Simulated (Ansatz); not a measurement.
# GePNH (quartet): wave-function methods side by side, cc-pVDZ

One table from this session's results is given with a row withheld; the runs are named, their logs left out.

Program: Ansatz 0.2.0, Gaussian basis. Level of theory: cc-pVDZ, core rule «outside noble gas», up to 20 orbitals frozen. These are calculated values, not measurements.

Plan: UHF; CCSD(T) on ROHF; CCSD(T) on UHF; BCCD(T) on ROHF; CISD; CCSDT(Q) on ROHF; CCSDT(Q) on UHF.

31 further runs of the same task are left out: 7 for a known fault of the program, 8 that didn't finish, 16 set aside as unsound or not needed.

## The geometry

The geometry is a PBE0/def2-TZVP stationary point (not a proven minimum). No spin-orbit coupling is included. The filled d shell of Ge may be among the frozen orbitals whatever the setting's name suggests; the logs give the count.

4 atoms, charge 0, spin multiplicity 4.

Atoms are counted from 1 here; the program's logs count them from 0.

Bond lengths: Ge1–P2 2.340 Å, P2–N3 1.544 Å, N3–H4 1.008 Å. Angles: Ge1–P2–N3 112.6°, P2–N3–H4 134.4°.

The first run:

Input file in.yaml:

```yaml
crystal:
  periodic: [false, false, false]
  atoms:
    - {symbol: Ge, position_ang: [0.000000, -0.088165, 1.003333]}
    - {symbol: P, position_ang: [0.000000, 0.538146, -1.251469]}
    - {symbol: N, position_ang: [0.000000, -0.676259, -2.205119]}
    - {symbol: H, position_ang: [0.000000, -0.785688, -3.207505]}
basis:
  gaussian: {orbitals: cc-pVDZ}
magnetization: {spin_polarized: true, initial_magnetization: 3}
hamiltonian: {xc: hf}
output: {orbitals: {seedname: orbitals}}
```

On the command line:

```sh
$ ansatz run in.yaml --threads 1 --pin off --events-out ev --progress --plain --max-ram 2393MiB
```

Among the steps run: UHF; CCSD(T) on ROHF; CCSD(T) on UHF; BCCD(T) on ROHF; CISD; CCSDT(Q) on ROHF; CCSDT(Q) on UHF.

One of the session's tables, all rows but one given; the rest of the session is left out.

It belongs to the step «Misses and costs». 

| method | from UCCSDT(Q) (kJ/mol) |
| --- | --- |
| ROHF | +1023.5 |
| UHF | +983.5 |
| RMP2 | +114.4 |
| UMP2 | +151.6 |
| CISD | +166.7 |
| RCCSD | +56.4 |
| UCCSD | +53.5 |
| RCCSD(T) | ? |
| UCCSD(T) | +11.1 |
| BCCD(T) | +10.2 |
| RCCSDT | +6.5 |
| UCCSDT | +5.6 |
| RCCSDT(Q) | +1.2 |
| UCCSDT(Q) | 0 |

Q: Estimate the row for RCCSD(T) from the others.

The run gave: from UCCSDT(Q) (kJ/mol): +9.9. In the column «from UCCSDT(Q) (kJ/mol)» it lies between RCCSDT (+6.5) and BCCD(T) (+10.2).

With the free atoms at the same levels and basis (separate runs), the atomisation energy is 7.688 eV at UCCSDT(Q), 7.619 eV at RCCSD(T), 7.595 eV at UCCSD(T), 3.437 eV at ROHF.

To keep in mind: Restricted and unrestricted rows rest on different reference determinants; where their highest levels disagree by more than a few hundredths of an eV, they describe different states and don't form one ladder.
